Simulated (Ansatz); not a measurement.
**GaBH₃F: taking an electron away**

Aim: the vertical ionisation energy of GaBH₃F, as cation minus neutral at the neutral's geometry, on several levels, and how well −ε(HOMO) stands in for it.

Computed with Ansatz 0.2.0, Gaussian basis. Level: unrestricted cation, the program's frozen cores in correlated methods.

Levels to be run: UKS PBE-D4/def2-TZVPP; UKS r2SCAN-D4/def2-TZVPP; UKS PBE0-D4/def2-TZVPP; UKS B3LYP-D4/def2-TZVPP; UKS wB97X-V/def2-TZVPP; UKS wB97M-V/def2-TZVPP; UKS B2PLYP/def2-TZVPP; UHF-CCSD(T)/def2-TZVPP; UHF-MP2/def2-QZVPP; extrapolation to the limit; then −ε(HOMO) from the neutral's earlier runs with LDA (SPW92), PBE-D4, revPBE-D4, BLYP-D4, r2SCAN-D4, B97M-V, PBE0-D4, B3LYP-D4, r2SCANh-D4, r2SCAN0-D4, HSE06-D4, BHLYP-D4, CAM-B3LYP-D4, LC-ωPBE, ωB97X-V, ωB97M-V.

## (1) The geometry

All runs share one geometry, relaxed beforehand with PBE0-D4 in a triple-zeta def2 set.

SMILES `[BH2][GaH][F]`, 6 atoms, charge 0, spin multiplicity 1.

Atoms are counted from 1 here; the program's logs count them from 0.

Bond lengths: B1–Ga2 2.080 Å, B1–H4 1.196 Å, B1–H5 1.196 Å, Ga2–F3 1.771 Å, Ga2–H6 1.565 Å. Angles: Ga2–B1–H4 121.5°, Ga2–B1–H5 121.5°, H4–B1–H5 117.0°, B1–Ga2–F3 113.0°, B1–Ga2–H6 135.5°, F3–Ga2–H6 111.6°.

Geometry (Å):

```mol
BFGaH3
  3D, bonds by distance, orders not assigned

  6  5  0  0  0  0  0  0  0  0999 V2000
   -0.7392    0.4447   -0.7335 B   0  0
    0.6236   -0.2478    0.6764 Ga  0  0
    1.1465   -1.9120    0.3731 F   0  0
   -1.9174    0.3071   -0.5839 H   0  0
   -0.3794    0.9977   -1.7306 H   0  0
    1.3079    0.3463    1.9523 H   0  0
  1  2  8  0
  2  3  8  0
  1  4  8  0
  1  5  8  0
  2  6  8  0
M  END
```

## (2) Cation, UKS PBE-D4/def2-TZVPP

in.yaml reads:

```yaml
crystal:
  periodic: [false, false, false]
  atoms:
    - {symbol: B, position_ang: [-0.739223, 0.444678, -0.733500]}
    - {symbol: Ga, position_ang: [0.623620, -0.247761, 0.676448]}
    - {symbol: F, position_ang: [1.146533, -1.912032, 0.373115]}
    - {symbol: H, position_ang: [-1.917411, 0.307059, -0.583882]}
    - {symbol: H, position_ang: [-0.379439, 0.997716, -1.730597]}
    - {symbol: H, position_ang: [1.307918, 0.346338, 1.952316]}
basis:
  gaussian: {orbitals: def2-TZVPP}
total_charge: 1
magnetization: {spin_polarized: true, initial_magnetization: 1}
hamiltonian: {xc: pbe, dispersion: d4}
```

Command:

```console
> ansatz run in.yaml --threads 2 --pin off --events-out ev --progress --plain --max-ram 4352MiB
```

Further steps of the session: Cation, UKS r2SCAN-D4/def2-TZVPP; Cation, UKS PBE0-D4/def2-TZVPP; Cation, UKS B3LYP-D4/def2-TZVPP; Cation, UKS wB97X-V/def2-TZVPP; Cation, UKS wB97M-V/def2-TZVPP; Cation, UKS B2PLYP (frozen core)/def2-TZVPP; Cation, UHF-CCSD(T)/def2-TZVPP; Cation, UHF-MP2/def2-QZVPP.

Q: Predict the results of all the runs planned. Wanted: ionisation energy, CCSD(T)/CBS; nearest functional by difference; nearest −ε(HOMO); −ε(HOMO) of PBE; T1 of the cation.

As calculated:

```
                        quantity               value
  ionisation energy, CCSD(T)/CBS            10.69 eV
nearest functional by difference  ωB97X-V (-0.18 eV)
                nearest −ε(HOMO)  LC-ωPBE (+0.02 eV)
                 −ε(HOMO) of PBE             6.77 eV
                T1 of the cation               0.024
```

By cation minus neutral, the functionals miss by 0.65 eV at most. The PBE orbital energy is 3.9 eV too small: a semilocal HOMO is no ionisation energy. Among orbital estimates LC-ωPBE comes nearest. Hartree-Fock falls 0.86 eV short, as the neutral has more correlation energy than the cation. Correlated methods include outer-core shells of Ga, which these sets cover unevenly. With outer-core shells in play the reference is unsure by up to some tenths of an eV, so close misses can't be ranked.
